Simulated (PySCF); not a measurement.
# C2H11PSSi2: electronic excitations

Wanted: the electronic excitations of C2H11PSSi2 (`C[C@@H]([SiH3])S[SiH2]P`), by calculation.

Programs: PySCF 2.14.0, with density-fitted response routines of our own. Each step states its level of theory. These are calculated values for one molecule in the gas phase, unless marked as measured. Atoms count from 0, in the outputs and in this text.

## Step 1: The starting structure

17 atoms, charge 0, multiplicity 1; geometry from: GFN2-xTB.

Bonds of the start (Å): C0–C1 1.52, C1–Si2 1.91, C1–S3 1.84, S3–Si4 2.14, Si4–P5 2.24, C0–H6 1.09, C0–H7 1.09, C0–H8 1.09, C1–H9 1.10, Si2–H10 1.46, Si2–H11 1.47, Si2–H12 1.46, Si4–H13 1.46, Si4–H14 1.46, P5–H15 1.38, P5–H16 1.38.

## Step 2: Excited states and response: CAM-B3LYP/def2-SVPD

The job: settings as JSON, then the geometry in Å.

```
{"job": {"kind": "uv", "xc": "CAM-B3LYP", "basis": "def2-SVPD", "nstates": 8, "ntriplets": 3}, "charge": 0, "multiplicity": 1}
C     -0.973348    -1.385790     0.184107
C     -0.788521     0.063619    -0.216447
Si    -2.410211     0.939254    -0.724903
S     -0.071076     1.026713     1.181060
Si     1.950663     0.322498     1.219079
P      2.528897    -0.373482    -0.830797
H     -1.448455    -1.936677    -0.626228
H     -0.013297    -1.857220     0.403671
H     -1.602602    -1.455981     1.069351
H     -0.057085     0.129949    -1.029176
H     -3.324497     0.904517     0.412658
H     -2.955654     0.188645    -1.859151
H     -2.091574     2.309736    -1.113435
H      2.707394     1.455164     1.741003
H      2.074965    -0.836758     2.105327
H      3.878529    -0.374591    -0.538842
H      2.588875     0.892434    -1.387187
```

Method: TDDFT CAM-B3LYP/def2-SVPD, vertical, gas phase, core orbitals frozen in the response.

Started as:

```bash
$ OMP_NUM_THREADS=1 python probes_run.py task.json out
```

One launch serves the whole session: the jobs run in the order shown.

What will the session give for the following? lowest singlet (CAM-B3LYP/def2-SVPD); brightest single state of those computed; lowest triplet; surface potential, 1st and 99th percentile. Wanted: lowest singlet; brightest single state of those computed; lowest triplet; surface potential, 1st and 99th percentile.

As calculated:

```
                                quantity                        value
    lowest singlet (CAM-B3LYP/def2-SVPD)  5.39 eV (230 nm), f = 0.007
brightest single state of those computed  state 5, 6.68 eV, f = 0.080
                          lowest triplet                      5.00 eV
   surface potential, 1st and 99th percentile           -0.89 V and 1.08 V
```

The first singlet state (HOMO→LUMO 0.67, HOMO→LUMO+1 0.15) lies at 5.39 eV and is weak; of the 8 states computed, the strongest absorption comes from state 5 at 6.68 eV (the last state computed is bright too, and its partners may lie past the list). The lowest triplet lies 0.40 eV below the lowest singlet (triplets in Tamm-Dancoff, singlets in full TDDFT).
